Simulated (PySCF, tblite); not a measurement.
# C6H12B2F2: geometry, infrared bands and NMR shifts

Wanted: the infrared bands and NMR shifts of C6H12B2F2 (`B/C(=C\C)CCCB(F)F`), by calculation.

Computed with tblite 0.8.0 and PySCF 2.14.0, with density-fitted response routines of our own, on a single molecule in the gas phase. Atoms are numbered from 0 throughout.

**1. Starting geometry**

22 atoms, charge 0, multiplicity 1; geometry from: force field or distance geometry start.

Bonds of the start (Å): B0–C1 1.58, C1–C2 1.33, C2–C3 1.47, C1–C4 1.49, C4–C5 1.49, C5–C6 1.51, C6–B7 1.57, B7–F8 1.47, B7–F9 1.46, B0–H10 1.19, B0–H11 1.19, C2–H12 1.09, C3–H13 1.10, C3–H14 1.12, C3–H15 1.08, C4–H16 1.11, C4–H17 1.12, C5–H18 1.11, C5–H19 1.11, C6–H20 1.11, C6–H21 1.11.

**2. Relaxing the molecule with GFN2-xTB**

Job settings and geometry (Å):

```
{"job": {"kind": "relax", "xc": "GFN2-xTB", "basis": "xTB"}, "charge": 0, "multiplicity": 1}
B      1.662400    -0.598900     1.392300
C      1.053300     0.196300     0.173700
C      1.854700     0.592400    -0.806000
C      3.288400     0.268000    -0.707900
C     -0.417700     0.458800     0.211200
C     -1.237600    -0.788100     0.239800
C     -2.688300    -0.369100     0.255800
B     -2.975900     0.461600    -1.043000
F     -4.163600     0.040400    -1.796500
F     -2.822100     1.909900    -0.973900
H      2.651300    -1.226600     1.189100
H      0.927800    -1.054700     2.212300
H      1.415300     1.146200    -1.638600
H      3.531500    -0.791700    -0.902900
H      3.715400     0.500500     0.306500
H      3.825700     0.905000    -1.398800
H     -0.645600     1.046300     1.128600
H     -0.684900     1.131900    -0.643300
H     -1.048400    -1.428000     1.125200
H     -1.065400    -1.429200    -0.652900
H     -3.371500    -1.234200     0.381700
H     -2.814900     0.282400     1.145200
```

Command:

```
> OMP_NUM_THREADS=1 python probes_run.py task.json out
```

The driver reads the jobs from task.json and runs them one after another.

**Question.** This job is followed by: GFN2-xTB harmonic vibrations, gas phase; GIAO PBE0/pcSseg-1 NMR shielding, non-relativistic, gas phase. What will the session give for the following? strongest single infrared mode (GFN2-xTB); zero-point energy (GFN2-xTB); ¹³C shifts against TMS (PBE0/pcSseg-1); ¹H shifts against TMS (PBE0/pcSseg-1, means over atoms taken as alike); ¹¹B shifts against BF3·OEt2 (PBE0/pcSseg-1); ¹⁹F shifts against CFCl3 (PBE0/pcSseg-1, means over atoms taken as alike).

As calculated:

| quantity | value |
| --- | --- |
| strongest single infrared mode (GFN2-xTB) | 1231 cm⁻¹, 282 km/mol |
| zero-point energy (GFN2-xTB) | 108.0 kcal/mol |
| ¹³C shifts against TMS (PBE0/pcSseg-1) | 170.1, 156.8, 50.1, 32.7, 22.4, 16.6 ppm |
| ¹H shifts against TMS (PBE0/pcSseg-1, means over atoms taken as alike) | 7.25, 7.15, 2.33, 2.18, 1.41, 1.23 ppm |
| ¹¹B shifts against BF3·OEt2 (PBE0/pcSseg-1) | 68.7, 29.0 ppm |
| ¹⁹F shifts against CFCl3 (PBE0/pcSseg-1, means over atoms taken as alike) | -68.0 ppm |

What this shows: Over 196 steps the energy fell by 1.755 eV; of the close pairs, B7–F8 changed most, 1.468 to 1.318 Å. All 60 modes are real, so the xTB geometry is a minimum. The strongest single mode, at 1231 cm⁻¹, is spread over several atoms, B7, F9, H21 among them. Unscaled tight-binding wavenumbers are off by several per cent, some by more. Its intensities can rank the bands wrongly. The most deshielded hydrogen is H12 (hydrogen on an alkene CH), at 7.25 ppm: olefinic region. At PBE0/pcSseg-1: The widest tensor belongs to F8, F9: span 315 ppm, with a paramagnetic part of -229 ppm.
